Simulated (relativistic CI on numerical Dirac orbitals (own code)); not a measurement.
# Ta⁶¹⁺: how the levels respond to the fine-structure constant and the nuclear radius

Aim: the factor q = dE/dx of each excitation energy, x = (α/α0)² − 1, by finite differences, and the field-shift factor by the mean square nuclear radius, for the lowest 30 levels.

The numbers are computed with relativistic CI on numerical Dirac orbitals (own code) version 3 (Dirac-Coulomb-Breit CI, KLI orbitals optimised for each configuration, derivatives by finite differences), except any that are marked as measured or tabulated.

## (1) Starting point

* ion: Ta⁶¹⁺ (Ta LXII)
* nuclear charge: 73
* electrons: 12
* isotope: A = 181
* first configuration: [Ne] 3s2

The outer shells:

[Ne] 3s2
```
[Ne] core
3s [↑↓]
```

## (2) The run

Input settings:

```ini
atom Ta  Z=73  charge=61  electrons=12
nucleus A=181  rms_radius_fm=5.3507
hamiltonian dirac-coulomb  breit=on  qed=off  c_scale=1
orbitals kli  potential=per-configuration
slater_scale 1
correlation none
mixing on
configurations
  [Ne] 3s2
  [Ne] 3s 3p
  [Ne] 3p2
  [Ne] 3s 3d
  [Ne] 3d2
  [Ne] 3p 3d
  [Ne] 3p 4s
  [Ne] 3d 4s
end
derivatives alpha2 +-0.01 radius +-1%
```

Q: Predict the outcome of this session. Wanted: lowest level; largest q in size, lowest 30 levels; largest field-shift factor among them.

**Answer**, as computed:

| quantity | value |
| --- | --- |
| lowest level | 3s2 1S0 |
| largest q in size, lowest 30 levels | 8.181e+06 cm⁻¹ (3d2 3F3) |
| largest field-shift factor among them | -1.44e+04 GHz/fm² (3p2 [3p3/2^2] J=0) |

**Reading.** Among these levels the largest q belongs to 3d2 3F3, a change of configuration. K = 2q/E, the relative sensitivity of a level, hangs on the computed energy: between configurations that lie close it can be off by a factor of several.
